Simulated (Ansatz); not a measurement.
# BClH4O2: the cost of one run

Program: Ansatz 0.2.0. Level of theory: RKS PBE0-D4/6-31G*. These are calculated values, not measurements.

### 1 The structure to begin with

Bond lengths: B1–O3 1.410 Å, O3–H4 1.010 Å, B1–O5 1.410 Å, O5–H6 1.010 Å, B1–Cl7 2.160 Å, Cl7–H8 1.527 Å. Angles: B1–O3–H4 109.5°, O3–B1–O5 120.0°, O3–B1–Cl7 96.8°, O5–B1–Cl7 101.3°, B1–O5–H6 109.5°, B1–Cl7–H8 58.2°.

Structure file:

```xyz
8

B     0.0000    0.0000    0.0000
H     0.0000    0.0000    1.5400
O     1.2211    0.0000   -0.7050
H     1.5209   -0.9519   -0.8599
O    -1.2211    0.0000   -0.7050
H    -1.7308   -0.8467   -0.4965
Cl    0.0968    2.0475    0.6811
H     0.0414    0.8758    1.6586
```

### 2 Pulling towards end A

Springs on the bonds that form and break draw the guess towards this end; the thresholds are loose.

input.yaml reads:

```yaml
crystal:
  periodic: [false, false, false]
  atoms:
    - { symbol: B, position_ang: [0.0, 0.0, 0.0] }
    - { symbol: H, position_ang: [0.0, 0.0, 1.54] }
    - { symbol: O, position_ang: [1.2211, 0.0, -0.705] }
    - { symbol: H, position_ang: [1.5209, -0.9519, -0.8599] }
    - { symbol: O, position_ang: [-1.2211, 0.0, -0.705] }
    - { symbol: H, position_ang: [-1.7308, -0.8467, -0.4965] }
    - { symbol: Cl, position_ang: [0.0968, 2.0475, 0.6811] }
    - { symbol: H, position_ang: [0.0414, 0.8758, 1.6586] }
basis:
  gaussian: { orbitals: "6-31G*" }
hamiltonian:
  xc: pbe0
  dispersion: d4
relax:
  f_tol: 0.15
  max_steps: 25
  restrain:
    - { distance: [0, 6], at: 3.06, k: 30.0 }
    - { distance: [7, 1], at: 1.86, k: 30.0 }
    - { distance: [0, 1], at: 1.19, k: 30.0 }
    - { distance: [7, 6], at: 1.37, k: 30.0 }
```

The run is started by

```bash
> ansatz run input.yaml --threads 1 --pin off --max-ram 2048MiB --backend cpu --events-out ev --progress --plain --runs-dir out
```

**Question.** How long does this run take on 1 thread of AMD EPYC 7R43 (Zen 3), shared host, and how much memory does it need?

About 43 s, with a peak of 0.15 GiB.
